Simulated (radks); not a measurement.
**The Coulomb parameter U of the 5d shell of Ta⁺**

Aim: U as the second difference [E(n + 0.5) + E(n − 0.5) − 2E(n)]/0.5², with all orbitals relaxed. Bare: the atom's charge changes with n. Screened: the 6p shell takes up the change. The start is a model configuration, not necessarily the ground state.

Method: scalar-relativistic Kohn-Sham, PBE, spin-unpolarised, spherical densities, finite nucleus. Code: radks (a radial shooting solver on a logarithmic mesh, Libxc functionals) version 1.

**1. What is computed**

| Quantity | Value |
| --- | --- |
| element | tantalum (Z = 73) |
| charge | +1 |
| electrons | 72 |
| configuration | [Xe] 4f14 5d1 6s1 6p2 |
| nuclear rms radius | 5.3507 fm |

The outer shells:

Ta⁺
```
[Xe] core
4f [↑↓][↑↓][↑↓][↑↓][↑↓][↑↓][↑↓]
5d [↑ ][  ][  ][  ][  ]
6s [↑ ]
6p [↑ ][↑ ][  ]
```

**2. Start: [Xe] 4f14 5d1 6s1 6p2**

The run's settings:

```text
Z 73
configuration [Xe] 4f14 5d1 6s1 6p2
relativity scalar-relativistic
functional pbe,pbe
spin unpolarised
nucleus finite rms 5.3507 fm
c 137.035999084
```

Launch:

```bash
$ python run_ks.py task.json out
```

This one command runs every case of the session in turn.

**3. Bare +0.5: [Xe] 4f14 5d1.5 6s1 6p2**

The run's settings:

```text
Z 73
configuration [Xe] 4f14 5d1.5 6s1 6p2
relativity scalar-relativistic
functional pbe,pbe
spin unpolarised
nucleus finite rms 5.3507 fm
c 137.035999084
```

**4. Bare -0.5: [Xe] 4f14 5d0.5 6s1 6p2**

The run's settings:

```text
Z 73
configuration [Xe] 4f14 5d0.5 6s1 6p2
relativity scalar-relativistic
functional pbe,pbe
spin unpolarised
nucleus finite rms 5.3507 fm
c 137.035999084
```

**5. Screened +0.5: [Xe] 4f14 5d1.5 6s1 6p1.5**

The run's settings:

```text
Z 73
configuration [Xe] 4f14 5d1.5 6s1 6p1.5
relativity scalar-relativistic
functional pbe,pbe
spin unpolarised
nucleus finite rms 5.3507 fm
c 137.035999084
```

**6. Screened -0.5: [Xe] 4f14 5d0.5 6s1 6p2.5**

The run's settings:

```text
Z 73
configuration [Xe] 4f14 5d0.5 6s1 6p2.5
relativity scalar-relativistic
functional pbe,pbe
spin unpolarised
nucleus finite rms 5.3507 fm
c 137.035999084
```

Before running it: what results should come out?

**Answer**, as computed:

| quantity | value (eV) |
| --- | --- |
| U, bare | 9.741 |
| U, screened by 6p | 1.801 |
| F0(5d,5d), frozen orbitals | 13.093 |

**Reading.** Relaxing the orbitals brings U down to 74 % of the Slater integral F0. Letting 6p compensate leaves 18 % of the bare value; this second difference measures U(5d,5d) + U(6p,6p) − 2U(5d,6p). A solid screens further than the bare atom, so the bare value is an upper guide for the U of a crystal.
